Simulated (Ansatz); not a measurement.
Runs of Ansatz 0.2.0 on Ta3AsAu2O13. The typed cell holds 19 atoms: a = 5.887 Å, b = 6.310 Å, c = 7.976 Å, α = 73.43°, β = 76.58°, γ = 69.60°. The cell was built by a generator and needn't be a form met in nature.

```csv
task,level,potentials or basis,spin,k mesh,cutoff (eV),points for each segment of the path,gap on the mesh (eV),pressure (GPa),largest force (eV/Å)
single point,PBE,Ansatz PAW,off,5 × 5 × 4,420,-,(c),0.0,0.01
band structure,PBE,Ansatz PAW,"SOC, no magnetisation",4 × 4 × 3,420,10,(a),-0.2,(d)
single point,PBE,PseudoDojo standard (PBE files),off,5 × 5 × 4,1143,-,1.58,-0.7,0.13
band structure,r2SCAN,Ansatz PAW,"SOC, no magnetisation",4 × 4 × 3,500,10,(b),-5.7,0.67
```

Alike in all rows: cell as given; smearing fermi-dirac 0.05 eV.

Q: Fill in the values left out.

A: (a) 1.55; (b) 1.83; (c) 1.60; (d) 0.06.

Caveats: odd divisions of the mesh miss points on the zone boundary, where band edges often lie, so the gap on the mesh can be too wide (some runs); spin-orbit coupling is left out, which moves the levels of the heavy elements (some runs); the PAW data sets come from PBE, with cores solved anew for the run's functional, which leaves a small shift of forces and pressure (some runs).

A k mesh can miss the band edges, and rows without SOC leave out spin-orbit coupling on As, Au, Ta.
